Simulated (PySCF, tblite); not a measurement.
# C2H11Si4 radical: geometry, infrared bands and EPR parameters

Wanted: the infrared bands and EPR parameters of C2H11Si4 radical (`C=C[SiH2][SiH2][SiH][SiH3]`), by calculation.

The runs use tblite 0.8.0 and PySCF 2.14.0, with density-fitted response routines of our own; the level of theory stands in each step. All values are computed, except where a source is named. Atoms are numbered from 0 throughout.

### 1 The starting structure

17 atoms, charge 0, multiplicity 2; geometry from: force field or distance geometry start.

Bonds of the start (Å): C0–C1 1.36, C1–Si2 1.82, Si2–Si3 2.30, Si3–Si4 2.31, Si4–Si5 2.29, C0–H6 1.08, C0–H7 1.08, C1–H8 1.08, Si2–H9 1.48, Si2–H10 1.50, Si3–H11 1.49, Si3–H12 1.49, Si4–H13 1.49, Si5–H14 1.49, Si5–H15 1.47, Si5–H16 1.49.

### 2 Optimising the geometry with GFN2-xTB

Job settings and geometry (Å):

```
{"job": {"kind": "relax", "xc": "GFN2-xTB", "basis": "xTB"}, "charge": 0, "multiplicity": 2}
C      2.979100     0.744100     0.460700
C      1.724600     1.207800     0.239000
Si     0.668700     0.816100    -1.188800
Si    -0.174400    -1.317600    -1.040200
Si    -1.061500    -1.622100     1.068000
Si    -2.608700     0.033300     1.408500
H      3.525800     1.051500     1.342900
H      3.484400     0.084000    -0.225900
H      1.283600     1.879300     0.967300
H      1.428000     0.980200    -2.446600
H     -0.473500     1.780700    -1.208700
H     -1.219900    -1.569300    -2.066100
H      0.912500    -2.317900    -1.227000
H     -1.665000    -2.976400     1.189900
H     -1.916800     1.358100     1.403800
H     -3.634300     0.022400     0.351700
H     -3.259500    -0.142300     2.734700
```

On the command line:

```
OMP_NUM_THREADS=1 python probes_run.py task.json out
```

This one command runs all jobs of the session in turn.

Log:

```text
step      E/eV     max force
  0    -453.58545    2.480
  1    -453.65338    1.779
  2    -453.68957    0.360
  3    -453.70368    0.384
  4    -453.72248    0.390
  5    -453.73104    0.265
  6    -453.74134    0.196
  7    -453.74968    0.326
  8    -453.76126    0.353
  9    -453.76993    0.263
 10    -453.77451    0.124
 11    -453.77633    0.125
 12    -453.77777    0.127
 13    -453.78016    0.144
 14    -453.78348    0.167
 15    -453.78686    0.128
 16    -453.78917    0.104
 17    -453.79057    0.081
 18    -453.79184    0.090
 19    -453.79373    0.102
 20    -453.79631    0.123
 21    -453.79900    0.131
 22    -453.80110    0.096
 23    -453.80271    0.087
 24    -453.80420    0.084
 25    -453.80597    0.134
 26    -453.80789    0.137
 27    -453.80957    0.085
 28    -453.81101    0.079
 29    -453.81252    0.100
 30    -453.81408    0.118
 31    -453.81545    0.093
 32    -453.81654    0.079
 33    -453.81755    0.078
 34    -453.81867    0.089
 35    -453.81992    0.099
 36    -453.82103    0.082
 37    -453.82188    0.070
 38    -453.82269    0.067
 39    -453.82368    0.091
 40    -453.82472    0.076
 41    -453.82548    0.051
 42    -453.82596    0.050
 43    -453.82644    0.058
 44    -453.82712    0.074
 45    -453.82800    0.078
 46    -453.82891    0.070
 47    -453.82972    0.078
 48    -453.83046    0.076
 49    -453.83119    0.060
 50    -453.83178    0.052
 51    -453.83218    0.044
 52    -453.83249    0.048
 53    -453.83285    0.047
 54    -453.83331    0.066
 55    -453.83379    0.069
 56    -453.83416    0.052
 57    -453.83441    0.033
 58    -453.83461    0.032
 59    -453.83480    0.033
 60    -453.83500    0.044
 61    -453.83523    0.051
 62    -453.83546    0.040
 63    -453.83568    0.047
 64    -453.83591    0.044
 65    -453.83617    0.047
 66    -453.83645    0.045
 67    -453.83672    0.038
 68    -453.83694    0.043
 69    -453.83718    0.057
 70    -453.83753    0.076
 71    -453.83806    0.091
 72    -453.83873    0.085
 73    -453.83931    0.050
 74    -453.83964    0.036
 75    -453.83985    0.032
 76    -453.84009    0.050
 77    -453.84035    0.054
 78    -453.84060    0.040
 79    -453.84082    0.032
 80    -453.84103    0.036
 81    -453.84132    0.045
 82    -453.84175    0.055
 83    -453.84229    0.063
 84    -453.84278    0.051
 85    -453.84304    0.031
 86    -453.84324    0.037
 87    -453.84344    0.045
 88    -453.84372    0.041
 89    -453.84412    0.040
 90    -453.84454    0.042
 91    -453.84494    0.050
 92    -453.84531    0.045
 93    -453.84555    0.033
 94    -453.84569    0.032
 95    -453.84581    0.035
 96    -453.84600    0.039
 97    -453.84634    0.062
 98    -453.84679    0.068
 99    -453.84729    0.048
100    -453.84761    0.038
101    -453.84779    0.038
102    -453.84795    0.038
103    -453.84815    0.044
104    -453.84839    0.039
105    -453.84858    0.060
106    -453.84869    0.024
107    -453.84876    0.037
108    -453.84886    0.033
109    -453.84895    0.031
110    -453.84918    0.029
111    -453.84932    0.025
112    -453.84941    0.018
113    -453.84947    0.024
114    -453.84956    0.027
115    -453.84970    0.028
116    -453.84994    0.043
117    -453.85035    0.063
118    -453.85087    0.075
119    -453.85138    0.073
120    -453.85177    0.061
121    -453.85145    0.133
122    -453.85228    0.037
123    -453.85246    0.034
124    -453.85317    0.043
125    -453.85351    0.058
126    -453.85418    0.064
127    -453.85463    0.047
128    -453.85503    0.050
129    -453.85543    0.064
130    -453.85583    0.059
131    -453.85613    0.040
132    -453.85631    0.032
133    -453.85647    0.027
134    -453.85669    0.033
135    -453.85696    0.045
136    -453.85721    0.038
137    -453.85741    0.041
138    -453.85754    0.033
139    -453.85765    0.021
140    -453.85774    0.018
141    -453.85781    0.019
142    -453.85789    0.024
143    -453.85796    0.023
144    -453.85802    0.020
145    -453.85806    0.017
146    -453.85808    0.011
147    -453.85811    0.010
```

It took 1.4 s on 1 thread of Arm Neoverse V1, shared host.

The steps of the relaxation: (not every step is listed)

```tsv
step	energy from step 0 (eV)	largest force (eV/Å)
0	0.0000	2.4802
1	-0.0679	1.7792
2	-0.1041	0.3601
3	-0.1182	0.3837
4	-0.1370	0.3904
5	-0.1456	0.2650
6	-0.1559	0.1958
7	-0.1642	0.3260
8	-0.1758	0.3526
21	-0.2135	0.1315
34	-0.2332	0.0895
47	-0.2443	0.0778
60	-0.2495	0.0443
73	-0.2539	0.0497
86	-0.2578	0.0366
99	-0.2618	0.0484
112	-0.2640	0.0185
125	-0.2681	0.0575
138	-0.2721	0.0331
142	-0.2724	0.0240
143	-0.2725	0.0227
144	-0.2726	0.0204
145	-0.2726	0.0175
146	-0.2726	0.0110
147	-0.2727	0.0102
```

Distances of close pairs at the start and the end, largest changes first:

```tsv
bond	before (Å)	after (Å)	change (Å)
C1–Si2	1.819	1.879	+0.060
C0–C1	1.356	1.323	-0.033
Si5–H14	1.495	1.468	-0.027
Si2–H10	1.495	1.471	-0.024
Si5–H16	1.488	1.468	-0.020
Si2–Si3	2.299	2.318	+0.019
Si3–H12	1.489	1.478	-0.011
Si2–H9	1.478	1.467	-0.011
```

The end geometry stands in the next job.

### 3 Vibrational analysis with GFN2-xTB

Job settings and geometry (Å):

```
{"job": {"kind": "ir", "xc": "GFN2-xTB", "basis": "xTB"}, "charge": 0, "multiplicity": 2}
C      2.924354     1.134765     0.471967
C      1.618064     1.060843     0.275608
Si     0.801381     0.604134    -1.353668
Si    -0.119488    -1.512167    -1.134314
Si    -1.529626    -1.692537     0.680657
Si    -2.582385     0.086636     1.677251
H      3.363809     1.382552     1.427128
H      3.623657     0.952039    -0.328704
H      0.960975     1.253565     1.116737
H      1.807323     0.754862    -2.411305
H     -0.232825     1.616494    -1.618057
H     -0.724420    -1.899587    -2.425779
H      0.957651    -2.512226    -0.982349
H     -2.463038    -2.835072     0.560720
H     -1.731961     1.275704     1.543527
H     -3.895858     0.481180     1.150372
H     -2.784611    -0.139155     3.113415
```

Log:

```text
mode    cm-1     km/mol
  1      10.6      0.28
  2      30.9      0.05
  3      41.9      0.07
  4      50.6      0.04
  5      56.6      0.30
  6     104.5      2.06
  7     143.4      1.36
  8     265.7     17.25
  9     279.0      1.73
 10     337.4     26.48
 11     379.2     20.16
 12     391.8     26.54
 13     407.3      5.92
 14     436.0     60.69
 15     451.8      3.53
 16     473.6     37.89
 17     511.7     21.54
 18     537.1     72.20
 19     566.1    574.46
 20     582.1     12.16
 21     612.2    288.58
 22     684.6    197.67
 23     721.8     59.14
 24     788.4    667.35
 25     810.1    176.43
 26     813.1    251.47
 27     843.8    165.57
 28     851.6    159.26
 29     912.7     20.73
 30    1006.0      9.39
 31    1029.8      9.90
 32    1279.6      0.82
 33    1424.5      0.87
 34    1668.2      5.85
 35    2069.5    336.70
 36    2090.1    372.28
 37    2107.1    157.73
 38    2174.7    323.03
 39    2179.5    479.45
 40    2198.4    512.97
 41    2205.3    125.17
 42    2207.8    222.55
 43    3016.0     44.88
 44    3065.8     48.21
 45    3093.1     41.53
```

Wall time 0.83 s (1 thread of Arm Neoverse V1, shared host).

The strongest bands and the atoms that carry them (share of the mass-weighted mode):

```tsv
cm⁻¹	km/mol	atoms
566	574.5	H13 47 %, Si4 20 %, H12 11 %
612	288.6	H12 49 %, H13 19 %, H11 12 %
788	667.4	H16 34 %, H14 33 %, H15 19 %
2070	336.7	H13 95 %
2090	372.3	H11 74 %, H12 20 %
2175	323.0	H10 88 %
2180	479.4	H15 80 %
2198	513.0	H14 62 %, H16 28 %
```

### 4 g tensor and hyperfine couplings: B3LYP/pcH-1

The job, as its differences from that of step 3:

```diff
@@ -1,2 +1,2 @@
-{"job": {"kind": "ir", "xc": "GFN2-xTB", "basis": "xTB"}, "charge": 0, "multiplicity": 2}
+{"job": {"kind": "epr", "basis": "pcH-1"}, "charge": 0, "multiplicity": 2}
 C      2.924354     1.134765     0.471967
```

Method: UKS B3LYP, pcH-1 on C H Si, non-relativistic, mean-field spin-orbit, GIAO.

Log:

```text
UKS, coarse grid
  cycle   1  E = -1240.75178019  |g| = 3.05e-01
  cycle   2  E = -1240.74067801  |g| = 3.11e-01
  cycle   3  E = -1240.79047976  |g| = 4.85e-02
  cycle   4  E = -1240.79158904  |g| = 1.92e-02
  cycle   5  E = -1240.79174064  |g| = 9.60e-03
  cycle   6  E = -1240.79179058  |g| = 1.80e-03
  cycle   7  E = -1240.79179309  |g| = 4.82e-04
UKS, final grid
  cycle   1  E = -1240.79181893  |g| = 4.32e-04
  cycle   2  E = -1240.79181892  |g| = 4.89e-04
  cycle   3  E = -1240.79181906  |g| = 9.21e-05
  cycle   4  E = -1240.79181907  |g| = 3.37e-05
  cycle   5  E = -1240.79181907  |g| = 9.84e-06
E = -1240.79181907 Eh   <S^2> = 0.7530 (exact 0.7500)
g shifts (ppm)      1          2          3
  rmc          -116       -116       -116
  gc             -1         31         28
  oz_so          83       3035       5172
  total         -33       2950       5084
hyperfine (MHz)  atom isotope    a_iso     a_fc   dipolar eigenvalues
    0   13C       0.31       0.31     -0.34     -0.11      0.45
    1   13C       0.09       0.09     -0.33     -0.20      0.53
    2  29Si      -1.60      -1.60     -0.51      0.14      0.37
    3  29Si       1.10       1.11     -3.15      0.48      2.67
    4  29Si    -280.40    -281.33   -173.54     86.43     87.11
    5  29Si       1.20       1.20     -3.30      0.12      3.18
    6    1H      -0.18      -0.18     -0.45     -0.33      0.78
    7    1H      -0.17      -0.17     -0.41     -0.32      0.73
    8    1H       0.37       0.37     -1.22     -1.13      2.35
    9    1H       2.13       2.13     -0.57     -0.43      1.00
   10    1H      -0.06      -0.06     -0.88     -0.80      1.69
   11    1H      55.11      55.10     -2.06     -0.49      2.55
   12    1H      27.46      27.46     -2.41     -1.25      3.66
   13    1H     -18.14     -18.18    -10.34      2.32      8.02
   14    1H      -1.97      -1.97     -2.20     -1.28      3.48
   15    1H      69.10      69.10     -2.16     -0.38      2.54
   16    1H      17.95      17.95     -2.35     -1.19      3.54
```

It took 1.8 min on 1 thread of Arm Neoverse V1, shared host; peak memory 1.1 GiB.

Principal g values 2.00229, 2.00527, 2.00740; g(iso) = 2.00499, against 2.00232 for a free electron.

Hyperfine couplings; where a row names several nuclei, a(iso) is their mean (it holds for fast rotation or exchange) and the dipolar term the largest among them:

```tsv
nuclei	isotope	a(iso) (MHz)	a(iso) (G, at g = 2.0023)	largest dipolar term (MHz)
Si4	29Si	-280.4	-100.1	-173.5
H11, H12	1H	41.3	14.7	3.7
H14, H15, H16	1H	28.4	10.1	3.5
H13	1H	-18.1	-6.5	-10.3
Si2	29Si	-1.6	-0.6	-0.5
Si5	29Si	1.2	0.4	-3.3
Si3	29Si	1.1	0.4	-3.2
H9, H10	1H	1.0	0.4	1.7
H8	1H	0.4	0.1	2.4
C0	13C	0.3	0.1	0.5
H6	1H	-0.2	-0.1	0.8
H7	1H	-0.2	-0.1	0.7
C1	13C	0.1	0.0	0.5
```

Mulliken spin populations:

C0 0.00; C1 0.00; Si2 0.00; Si3 -0.01; Si4 0.98; Si5 -0.01; H6 0.00; H7 0.00; H8 0.00; H9 0.00; H10 0.00; H11 0.03; H12 0.01; H13 -0.03; H14 0.00; H15 0.03; H16 0.01

In first order the couplings over 0.8 MHz of 1H give 72 distinct lines over 67.0 G, if the averaged nuclei exchange fast; the same motion can average rows kept apart here too.

The fields below are evaluated on a grid from the run's orbitals.

ELF in a plane through or near 4 of the atoms.

Ten even steps from '0' (0.00) to '9' (1.00):
```
0000000000000000000000000000
0000000000000000000000000000
0000000000000000000000000000
0000000000000000000000000000
0000001100000000000158730000
0000038830013000001599993000
0000059960179500112899994000
0000037654489700122599972000
0002788538677200134336520000
0008999768652001489973100000
0004999212320014411261000000
0000010000114358557065200000
0000000000134115941699830000
0000000000145140764799950000
0000000000158522310268610000
0000000000024334200001000000
0000000000000012100000000000
0000000000000000000000000000
0000000000000000000000000000
0000000000000000000000000000
```
The map spans 12.7 Å across and 11.6 Å up, centred on the molecule. Atoms in the plane (x, y in Å): C0 (-2.9, 1.1), Si4 (2.0, -0.7), H7 (-3.7, 0.4), H16 (3.5, 2.1).

log10 of the density (e/Å³) in the same plane.

Values, 10 rows by 14 columns:
```
-4.0 -4.0 -4.0 -4.0 -4.0 -4.0 -4.0 -4.0 -4.0 -4.0 -4.0 -4.0 -4.0 -4.0
-4.0 -4.0 -4.0 -4.0 -4.0 -4.0 -4.0 -4.0 -4.0 -4.0 -3.8 -4.0 -4.0 -4.0
-4.0 -4.0 -3.1 -2.4 -2.3 -2.9 -3.1 -3.3 -2.8 -2.3 -1.9 -2.0 -2.8 -4.0
-4.0 -3.6 -1.9 -0.6 -0.6 -1.2 -1.2 -2.2 -1.8 -1.1 -0.2 -0.6 -2.0 -3.5
-4.0 -2.9 -1.1  0.1  0.4 -0.1 -0.8 -1.9 -1.3 -0.6 -0.4 -1.0 -2.2 -3.6
-4.0 -3.1 -1.5 -0.9 -1.2 -1.0 -1.3 -1.2 -0.5  0.3 -0.5 -1.7 -2.7 -4.0
-4.0 -4.0 -3.2 -2.7 -2.1 -1.4 -0.6 -0.1 -0.2 -0.3 -0.3 -1.3 -2.6 -4.0
-4.0 -4.0 -4.0 -3.5 -2.6 -1.6 -0.5 -0.4 -1.0 -1.5 -1.5 -2.0 -3.0 -4.0
-4.0 -4.0 -4.0 -4.0 -3.6 -2.7 -2.0 -1.7 -2.1 -2.8 -3.2 -3.7 -4.0 -4.0
-4.0 -4.0 -4.0 -4.0 -4.0 -4.0 -3.4 -3.1 -3.4 -4.0 -4.0 -4.0 -4.0 -4.0
```
The map spans 12.7 Å across and 11.6 Å up, centred on the molecule. Atoms in the plane (x, y in Å): C0 (-2.9, 1.1), Si4 (2.0, -0.7), H7 (-3.7, 0.4), H16 (3.5, 2.1).

On the surface of density 0.002 e/bohr³ the electrostatic potential runs, from the 1st to the 99th percentile, from -0.43 V near C0 to 1.09 V near H14.

The spin density lies nearest to Si4 68 %; H13 10 %.

### 5 What came out

| quantity | value |
| --- | --- |
| strongest single infrared mode (GFN2-xTB) | 788 cm⁻¹, 667 km/mol |
| zero-point energy (GFN2-xTB) | 65.6 kcal/mol |
| g(iso) (B3LYP) | 2.00499 |
| ⟨S²⟩ | 0.753 (exact 0.75) |
| largest a(iso) (averaged by class) | 29Si on Si4, -280.4 MHz |
| potential on the surface of density 0.002 e/bohr³, 1st and 99th percentile | -0.43 V and 1.09 V |

**Reading.** The optimisation took 147 steps and gained 0.273 eV; among the close pairs (by a distance rule), C1–Si2 changed most, from 1.819 to 1.879 Å. All 45 modes are real, so the xTB geometry is a minimum. The strongest single mode, at 788 cm⁻¹, is carried by H16, H14, H15. GFN2-xTB is a fitted tight-binding method: band positions and strengths are rough. Its intensities can rank the bands wrongly. Si4 carries the largest spin population, 0.98 e. The isotropic g lies 2.7 ppt above the free-electron value. These values are for one conformer; the search (at its own cheap level) found 2 more, at 0.06, 0.11 kcal/mol, and measured spectra average over such forms.
